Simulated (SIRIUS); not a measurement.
# Na (P6_3/mmc) in SIRIUS: reference runs

Reference runs on Na: the cell as given and a disturbed copy, then over a range of volumes.

Everything below comes from runs of SIRIUS 7.12.0. Logs are shortened: lines on timing, memory, paths and dates and some standing lists are left out, and cuts for length are marked. The log counts tension as positive stress, the text compression.

## Step 1: Starting point

Symmetry: P6_3/mmc, No. 194, hexagonal system. Conventional cell: a = 3.767 Å, b = 3.767 Å, c = 6.154 Å, α = 90.00°, β = 90.00°, γ = 120.00°. Na (site symmetry -6m2) has 12 Na at 3.77 Å as nearest neighbours.

This isn't the form of Na at room conditions, which is bcc.

## Step 2: Single point, PBEsol

Input file sirius.json:

```json
{
  "control": {
    "processing_unit": "cpu",
    "std_evp_solver_name": "lapack",
    "gen_evp_solver_name": "lapack",
    "verbosity": 2,
    "print_forces": true,
    "ortho_rf": true,
    "use_second_variation": true,
    "rmt_max": 3.0,
    "num_bands_to_print": 16,
    "save_wf": true
  },
  "parameters": {
    "electronic_structure_method": "full_potential_lapwlo",
    "xc_functionals": ["XC_GGA_X_PBE_SOL", "XC_GGA_C_PBE_SOL"],
    "core_relativity": "dirac",
    "valence_relativity": "iora",
    "num_fv_states": 16,
    "smearing": "fermi_dirac",
    "smearing_width": 0.0018374661,
    "pw_cutoff": 20,
    "gk_cutoff": 3.41,
    "lmax_apw": 10,
    "lmax_rho": 8,
    "lmax_pot": 8,
    "num_mag_dims": 0,
    "auto_rmt": 0,
    "ngridk": [8, 8, 5],
    "shiftk": [0, 0, 0],
    "num_dft_iter": 80,
    "energy_tol": 1e-07,
    "density_tol": 1e-05,
    "use_symmetry": true
  },
  "settings": {"tol_ne": 1e-10},
  "iterative_solver": {"type": "exact"},
  "mixer": {"type": "anderson", "beta": 0.5, "max_history": 8},
  "unit_cell": {
    "lattice_vectors": [[7.1185983115, 0.0, 0.0], [-3.5592991557, 6.1648869771, 0.0], [0.0, 0.0, 11.6293745709]],
    "atom_types": ["Na"],
    "atom_files": {"Na": "Na.json"},
    "atoms": {"Na": [[0.6666666667, 0.3333333333, 0.75], [0.3333333333, 0.6666666667, 0.25]]}
  }
}
```

Input file Na.json:

```json
{
  "name": "sodium",
  "symbol": "Na",
  "number": 11,
  "mass": 22.98976928,
  "rmin": 1e-06,
  "rmt": 2.29,
  "nrmt": 800,
  "rinf": 21.66,
  "core": "1s",
  "valence": [
    {"basis": [{"enu": -0.19, "dme": 0, "n": 0, "auto": 0}, {"enu": -0.19, "dme": 1, "n": 0, "auto": 0}]},
    {"l": 0, "n": 1, "basis": [{"enu": -0.09, "dme": 0, "n": 0, "auto": 0}]},
    {"l": 1, "n": 2, "basis": [{"enu": -0.09, "dme": 0, "n": 0, "auto": 0}]},
    {"l": 2, "n": 3, "basis": [{"enu": -0.09, "dme": 0, "n": 0, "auto": 0}]},
    {"l": 3, "n": 4, "basis": [{"enu": -0.09, "dme": 0, "n": 0, "auto": 0}]}
  ],
  "lo": [
    {"l": 0, "basis": [{"enu": -0.09, "dme": 0, "n": 0, "auto": 0}, {"enu": -0.09, "dme": 1, "n": 0, "auto": 0}]},
    {
      "l": 0,
      "basis": [{"enu": -2.0551, "dme": 0, "n": 2, "auto": 1}, {"enu": -2.0551, "dme": 1, "n": 2, "auto": 1}]
    },
    {
      "l": 0,
      "basis": [{"enu": -2.0551, "dme": 1, "n": 2, "auto": 1}, {"enu": -0.09, "dme": 0, "n": 0, "auto": 0}]
    },
    {"l": 0, "basis": [{"enu": -0.09, "dme": 0, "n": 0, "auto": 0}, {"enu": 2.961, "dme": 0, "n": 0, "auto": 0}]},
    {"l": 1, "basis": [{"enu": -0.09, "dme": 0, "n": 0, "auto": 0}, {"enu": -0.09, "dme": 1, "n": 0, "auto": 0}]},
    {
      "l": 1,
      "basis": [{"enu": -1.0461, "dme": 0, "n": 2, "auto": 1}, {"enu": -1.0461, "dme": 1, "n": 2, "auto": 1}]
    },
    {
      "l": 1,
      "basis": [{"enu": -1.0461, "dme": 1, "n": 2, "auto": 1}, {"enu": -0.09, "dme": 0, "n": 0, "auto": 0}]
    },
    {
      "l": 1,
      "basis": [{"enu": -0.09, "dme": 0, "n": 0, "auto": 0}, {"enu": 3.4187, "dme": 0, "n": 0, "auto": 0}]
    },
    {"l": 2, "basis": [{"enu": -0.09, "dme": 0, "n": 0, "auto": 0}, {"enu": -0.09, "dme": 1, "n": 0, "auto": 0}]},
    {"l": 2, "basis": [{"enu": -0.09, "dme": 1, "n": 0, "auto": 0}, {"enu": -0.09, "dme": 2, "n": 0, "auto": 0}]},
    {
      "l": 2,
      "basis": [{"enu": -0.09, "dme": 0, "n": 0, "auto": 0}, {"enu": 2.8848, "dme": 0, "n": 0, "auto": 0}]
    },
    {"l": 3, "basis": [{"enu": -0.09, "dme": 0, "n": 0, "auto": 0}, {"enu": -0.09, "dme": 1, "n": 0, "auto": 0}]}
  ],
  "free_atom": [... radial grid and density of the free atom, the start of the SCF ...]
}
```

Input file sirius_start.json:

```json
{
  "control": {
    "processing_unit": "cpu",
    "std_evp_solver_name": "lapack",
    "gen_evp_solver_name": "lapack",
    "verbosity": 1,
    "print_forces": false,
    "ortho_rf": true,
    "use_second_variation": true,
    "rmt_max": 3.0,
    "num_bands_to_print": 16,
    "save_wf": false
  },
  "parameters": {
    "electronic_structure_method": "full_potential_lapwlo",
    "xc_functionals": ["XC_LDA_X", "XC_LDA_C_PW"],
    "core_relativity": "dirac",
    "valence_relativity": "iora",
    "num_fv_states": 16,
    "smearing": "fermi_dirac",
    "smearing_width": 0.0055123983,
    "pw_cutoff": 20,
    "gk_cutoff": 2.72,
    "lmax_apw": 10,
    "lmax_rho": 8,
    "lmax_pot": 8,
    "num_mag_dims": 0,
    "auto_rmt": 0,
    "ngridk": [3, 3, 2],
    "shiftk": [0, 0, 0],
    "num_dft_iter": 30,
    "energy_tol": 0.01,
    "density_tol": 0.05,
    "use_symmetry": true
  },
  "settings": {"tol_ne": 1e-10},
  "iterative_solver": {"type": "exact"},
  "mixer": {"type": "anderson", "beta": 0.5, "max_history": 8},
  "unit_cell": {
    "lattice_vectors": [[7.1185983115, 0.0, 0.0], [-3.5592991557, 6.1648869771, 0.0], [0.0, 0.0, 11.6293745709]],
    "atom_types": ["Na"],
    "atom_files": {"Na": "Na.json"},
    "atoms": {"Na": [[0.6666666667, 0.3333333333, 0.75], [0.3333333333, 0.6666666667, 0.25]]}
  }
}
```

Potentials or basis: all-electron FP-LAPW, apw+lo standard.

Started as:

```sh
OMP_NUM_THREADS=1 sirius.scf --input=sirius_start.json --output=start.json
OMP_NUM_THREADS=1 sirius.scf --input=sirius.json --output=output.json --task=1
```

Standard output:

```text
[info] SIRIUS version : 7.12.0
[info] number of MPI ranks           : 1
[info] MPI grid                      : 1 1
[info] maximum number of OMP threads : 1
[fft] FFT context for density and potential
[fft] =====================================
[fft]   plane wave cutoff                     : 20
[fft]   grid size                             : 48 48 80   total : 184320
[fft]   grid limits                           : -23 24   -23 24   -39 40
[fft]   number of G-vectors within the cutoff : 69015
[fft]   number of G-shells                    : 3407
[fft] FFT context for coarse grid
[fft] =====================================
[fft]   plane wave cutoff                     : 6.82
[fft]   grid size                             : 18 18 30   total : 9720
[fft]   grid limits                           : -8 9   -8 9   -14 15
[fft]   number of G-vectors within the cutoff : 2767
[fft]   number of G-shells                    : 182
[unit cell] lattice vectors
[unit cell]   a1 :       7.1185983115      0.0000000000      0.0000000000
[unit cell]   a2 :      -3.5592991557      6.1648869771      0.0000000000
[unit cell]   a3 :       0.0000000000      0.0000000000     11.6293745709
[unit cell] reciprocal lattice vectors
[unit cell]   b1 :       0.8826436094      0.5095945254     -0.0000000000
[unit cell]   b2 :       0.0000000000      1.0191890509      0.0000000000
[unit cell]   b3 :       0.0000000000     -0.0000000000      0.5402857453
[unit cell] unit cell volume :       510.35922014 [a.u.^3]
[unit cell] 1/sqrt(omega)    :         0.04426516
[unit cell] MT volume        :       100.60627099 (19.71%)
[unit cell] IT volume        :       409.75294916 (80.29%)
[unit cell] number of atom types : 1
[unit cell] type id : 0 symbol : Na mt_radius :   2.290000 num_atoms : 2
[unit cell] total number of atoms : 2
[unit cell] number of symmetry classes : 1
[unit cell] atom id  type id  class id             position                      vector_field
[unit cell] ------------------------------------------------------------------------------------------
[unit cell]      0        0        0      0.66667   0.33333   0.75000      0.00000   0.00000   0.00000
[unit cell]      1        0        0      0.33333   0.66667   0.25000      0.00000   0.00000   0.00000
[unit cell] atom id         position (Cartesian, a.u.)
[unit cell] ---------------------------------------------
[unit cell]      0       3.559299    2.054962    8.722031
[unit cell]      1      -0.000000    4.109925    2.907344
[unit cell] class id : 0 atom id : 0 1
[unit cell] minimum bond length:     7.118598
[sym] space group number   : 194
[sym] international symbol : P6_3/mmc
[sym] Hall symbol          : -P 6c 2c
[sym] space group transformation matrix :
[sym]   1.0000  0.0000  0.0000
[sym]   0.0000  1.0000  0.0000
[sym]   0.0000  0.0000  1.0000
[sym] space group origin shift :
[sym]   0.0000  0.0000  0.0000
[sym] number of space group operations  : 24
[sym] number of magnetic group operations : 24
[sym] metric tensor error: 7.1186e-10
[sym] rotation matrix error: 1.6221e-11
[sym]
[sym] symmetry operations
[sym]
[... 236 lines left out ...]
[diagonalize] ik:    1   -1.932253   -1.932196   -0.906912   -0.906070   -0.905974   -0.905907   -0.905792   -0.905791   -0.104242    0.033698    0.048936    0.273198    0.326537    0.339093    0.396702    0.414130
[diagonalize] ik:    2   -1.932233   -1.932188   -0.906757   -0.906396   -0.906229   -0.906074   -0.905865   -0.905852   -0.079385    0.056151    0.072320    0.176849    0.285688    0.292215    0.298827    0.357123
[diagonalize] ik:    3   -1.932210   -1.932181   -0.906717   -0.906555   -0.906540   -0.906165   -0.905975   -0.905905   -0.038634    0.082149    0.093742    0.121759    0.215055    0.227805    0.271597    0.313437
[diagonalize] ik:    4   -1.932201   -1.932180   -0.906863   -0.906678   -0.906442   -0.906207   -0.906056   -0.905938    0.014974    0.019129    0.146614    0.146711    0.163822    0.172795    0.264732    0.300006
[diagonalize] ...
[diagonalize] ik:   25   -1.932222   -1.932207   -0.906582   -0.906371   -0.906112   -0.906030   -0.905937   -0.905927   -0.063981   -0.034804    0.186642    0.240124    0.251033    0.258173    0.287055    0.305889
[diagonalize] ik:   26   -1.932205   -1.932195   -0.906717   -0.906622   -0.906199   -0.906132   -0.906024   -0.905967   -0.031563   -0.002881    0.154912    0.180745    0.207727    0.237155    0.255247    0.312685
[diagonalize] ik:   27   -1.932193   -1.932187   -0.906877   -0.906812   -0.906259   -0.906169   -0.906072   -0.905990    0.015906    0.042938    0.081398    0.107661    0.203550    0.230513    0.276979    0.332058
[diagonalize] ik:   28   -1.932193   -1.932187   -0.906769   -0.906740   -0.906343   -0.906286   -0.906062   -0.905980    0.008158    0.036005    0.126816    0.133990    0.163941    0.171929    0.268839    0.347076
[diagonalize] ik:   29   -1.932187   -1.932185   -0.906778   -0.906744   -0.906464   -0.906367   -0.906037   -0.905999    0.058662    0.062852    0.091179    0.091930    0.134964    0.158577    0.311545    0.328147
[generate_core_charge_density] atom class : 0
[generate_core_charge_density]   n,l,k : 1 0 1  energy :         -37.74213164
[find] Total energy                   :    -324.09403542 (Ha),    -648.18807085 (Ry)
[find] iteration : 1, RMS (target) : 4.2913e-02 (1.0000e-05) , energy difference (target) : -9.2288e-05 (1.0000e-07)
[find] Total energy                   :    -324.09403858 (Ha),    -648.18807716 (Ry)
[find] iteration : 2, RMS (target) : 1.3860e-03 (1.0000e-05) , energy difference (target) : -3.1569e-06 (1.0000e-07)
[find] Total energy                   :    -324.09404069 (Ha),    -648.18808138 (Ry)
[find] iteration : 3, RMS (target) : 2.0281e-04 (1.0000e-05) , energy difference (target) : -2.1068e-06 (1.0000e-07)
[find] Total energy                   :    -324.09404092 (Ha),    -648.18808183 (Ry)
[find] iteration : 4, RMS (target) : 9.2053e-06 (1.0000e-05) , energy difference (target) : -2.2781e-07 (1.0000e-07)
[find] Charges and magnetic moments
[find] --------------------------------------------------------------------------------
[find] atom      charge    core leakage
[find] --------------------------------------------------------------------------------
[find]    0   10.077222    3.487868e-16
[find]    1   10.077222    3.487868e-16
[find] total core leakage    : 6.97573700e-16
[find] interstitial charge   : 1.845555
[find] total charge          : 22.000000
[find] Energy
[find] --------------------------------------------------------------------------------
[find] valence_eval_sum               :     -18.69602143
[find] core_eval_sum                  :    -150.96088796
[find] kinetic energy                 :     324.13691979
[find] enuc                           :    -391.60474452
[find] <rho|V^{XC}>                   :     -36.34593799
[find] <rho|E^{XC}>                   :     -27.90225565
[find] <mag|B^{XC}>                   :       0.00000000
[find] <rho|V^{H}>                    :    -457.44789104
[find] smearing (-TS)                 :      -0.00024515
[find] SCF correction                 :      -0.00001500
[find] Total energy                   :    -324.09404090 (Ha),    -648.18808180 (Ry)
[find] Free energy (E-TS)             :    -324.09428605 (Ha),    -648.18857210 (Ry)
[find] band gap (eV)                  :       0.00000000
[find] Efermi                         :       0.00409925
[find] iteration : 5, RMS (target) : 2.7721e-06 (1.0000e-05) , energy difference (target) : 1.6398e-08 (1.0000e-07)
[find] converged after 6 SCF iterations!
[find] Charges and magnetic moments
[find] --------------------------------------------------------------------------------
[find] atom      charge    core leakage
[find] --------------------------------------------------------------------------------
[find]    0   10.077222    3.487868e-16
[find]    1   10.077222    3.487868e-16
[find] total core leakage    : 6.97573700e-16
[find] interstitial charge   : 1.845555
[find] total charge          : 22.000000
[find] Energy
[find] --------------------------------------------------------------------------------
[find] valence_eval_sum               :     -18.69602143
[find] core_eval_sum                  :    -150.96088796
[find] kinetic energy                 :     324.13691979
[find] enuc                           :    -391.60474452
[find] <rho|V^{XC}>                   :     -36.34593799
[find] <rho|E^{XC}>                   :     -27.90225565
[find] <mag|B^{XC}>                   :       0.00000000
[find] <rho|V^{H}>                    :    -457.44789104
[find] smearing (-TS)                 :      -0.00024515
[find] SCF correction                 :      -0.00001500
[find] Total energy                   :    -324.09404090 (Ha),    -648.18808180 (Ry)
[find] Free energy (E-TS)             :    -324.09428605 (Ha),    -648.18857210 (Ry)
[find] band gap (eV)                  :       0.00000000
[find] Efermi                         :       0.00409925
[ground_state]
[ground_state] ==== total Forces in Ha/bohr =====
[ground_state] atom:    0, force:       0.0000000      0.0000000      0.0000000
[ground_state] atom:    1, force:      -0.0000000     -0.0000000     -0.0000000
[ground_state] ==== contribution from density =====
[ground_state] atom:    0, force:      -0.0000000     -0.0000000      0.0000000
[ground_state] atom:    1, force:       0.0000000      0.0000000      0.0000000
[ground_state] ==== contribution from Hartree potential =====
[ground_state] atom:    0, force:       0.0000000     -0.0000000     -0.0000000
[ground_state] atom:    1, force:      -0.0000000      0.0000000      0.0000000
[ground_state] ==== contribution from IBS =====
[ground_state] atom:    0, force:       0.0000000      0.0000000      0.0000000
[ground_state] atom:    1, force:      -0.0000000     -0.0000000     -0.0000000
```

It took 45 s on 1 thread of Arm Neoverse V1, shared host; peak memory 0.5 GiB.

What came out:

| Quantity | Value |
| --- | --- |
| Free energy | -8819.0548 eV |
| Band gap on the k mesh | none (metal or under the smearing width) |
| All electrons inside the program's atomic spheres | Na 10.08 (radii Na 2.29 bohr) |

## Step 3: Equation of state, PBEsol, 35.54 Å³/atom (volume scaled by 0.94)

Edit sirius.json of step 2 so:

```diff
@@ -6,3 +6,3 @@
     "verbosity": 2,
-    "print_forces": true,
+    "print_forces": false,
     "ortho_rf": true,
@@ -39,3 +39,3 @@
   "unit_cell": {
-    "lattice_vectors": [[7.1185983115, 0.0, 0.0], [-3.5592991557, 6.1648869771, 0.0], [0.0, 0.0, 11.6293745709]],
+    "lattice_vectors": [[6.9732800194, 0.0, 0.0], [-3.4866400098, 6.0390376446, 0.0], [0.0, 0.0, 11.3919737827]],
     "atom_types": ["Na"],
```

Na.json is that of step 2.

Edit sirius_start.json of step 2 so:

```diff
@@ -39,3 +39,3 @@
   "unit_cell": {
-    "lattice_vectors": [[7.1185983115, 0.0, 0.0], [-3.5592991557, 6.1648869771, 0.0], [0.0, 0.0, 11.6293745709]],
+    "lattice_vectors": [[6.9732800194, 0.0, 0.0], [-3.4866400098, 6.0390376446, 0.0], [0.0, 0.0, 11.3919737827]],
     "atom_types": ["Na"],
```

Potentials or basis: all-electron FP-LAPW, apw+lo standard.

Started as:

```sh
OMP_NUM_THREADS=1 sirius.scf --input=sirius_start.json --output=start.json
OMP_NUM_THREADS=1 sirius.scf --input=sirius.json --output=output.json --task=1
```

Run time: 38 s. Hardware: 1 thread of Arm Neoverse V1, shared host; peak memory 0.48 GiB.

The run converged. Its results:

- Free energy: -8819.0566 eV
- Band gap on the k mesh: none (metal or under the smearing width)
- All electrons inside the program's atomic spheres: Na 10.08 (radii Na 2.29 bohr)

## Step 4: Equation of state, PBEsol, 36.30 Å³/atom (volume scaled by 0.96)

Edit sirius.json of step 3 so:

```diff
@@ -39,3 +39,3 @@
   "unit_cell": {
-    "lattice_vectors": [[6.9732800194, 0.0, 0.0], [-3.4866400098, 6.0390376446, 0.0], [0.0, 0.0, 11.3919737827]],
+    "lattice_vectors": [[7.0223892432, 0.0, 0.0], [-3.5111946216, 6.08156748, 0.0], [0.0, 0.0, 11.4722015936]],
     "atom_types": ["Na"],
```

Na.json is that of step 3.

Edit sirius_start.json of step 3 so:

```diff
@@ -39,3 +39,3 @@
   "unit_cell": {
-    "lattice_vectors": [[6.9732800194, 0.0, 0.0], [-3.4866400098, 6.0390376446, 0.0], [0.0, 0.0, 11.3919737827]],
+    "lattice_vectors": [[7.0223892432, 0.0, 0.0], [-3.5111946216, 6.08156748, 0.0], [0.0, 0.0, 11.4722015936]],
     "atom_types": ["Na"],
```

Started as:

```sh
OMP_NUM_THREADS=1 sirius.scf --input=sirius_start.json --output=start.json
OMP_NUM_THREADS=1 sirius.scf --input=sirius.json --output=output.json --task=1
```

It took 40 s on 1 thread of Arm Neoverse V1, shared host; peak memory 0.49 GiB.

Results (log left out):

- Free energy: -8819.0576 eV
- Band gap on the k mesh: none (metal or under the smearing width)
- All electrons inside the program's atomic spheres: Na 10.08 (radii Na 2.29 bohr)

## Step 5: Equation of state, PBEsol, 37.06 Å³/atom (volume scaled by 0.98)

Edit sirius.json of step 4 so:

```diff
@@ -39,3 +39,3 @@
   "unit_cell": {
-    "lattice_vectors": [[7.0223892432, 0.0, 0.0], [-3.5111946216, 6.08156748, 0.0], [0.0, 0.0, 11.4722015936]],
+    "lattice_vectors": [[7.0708210443, 0.0, 0.0], [-3.5354105221, 6.12351065, 0.0], [0.0, 0.0, 11.5513227255]],
     "atom_types": ["Na"],
```

Na.json is that of step 4.

Edit sirius_start.json of step 4 so:

```diff
@@ -39,3 +39,3 @@
   "unit_cell": {
-    "lattice_vectors": [[7.0223892432, 0.0, 0.0], [-3.5111946216, 6.08156748, 0.0], [0.0, 0.0, 11.4722015936]],
+    "lattice_vectors": [[7.0708210443, 0.0, 0.0], [-3.5354105221, 6.12351065, 0.0], [0.0, 0.0, 11.5513227255]],
     "atom_types": ["Na"],
```

Started as:

```sh
OMP_NUM_THREADS=1 sirius.scf --input=sirius_start.json --output=start.json
OMP_NUM_THREADS=1 sirius.scf --input=sirius.json --output=output.json --task=1
```

Run time: 41 s. Hardware: 1 thread of Arm Neoverse V1, shared host; peak memory 0.49 GiB.

Results (log left out):

```
Free energy                                       : -8819.0568 eV
Band gap on the k mesh                            : none (metal or under the smearing width)
All electrons inside the program's atomic spheres : Na 10.08 (radii Na 2.29 bohr)
```

(Part 1 of 2 ends here.)
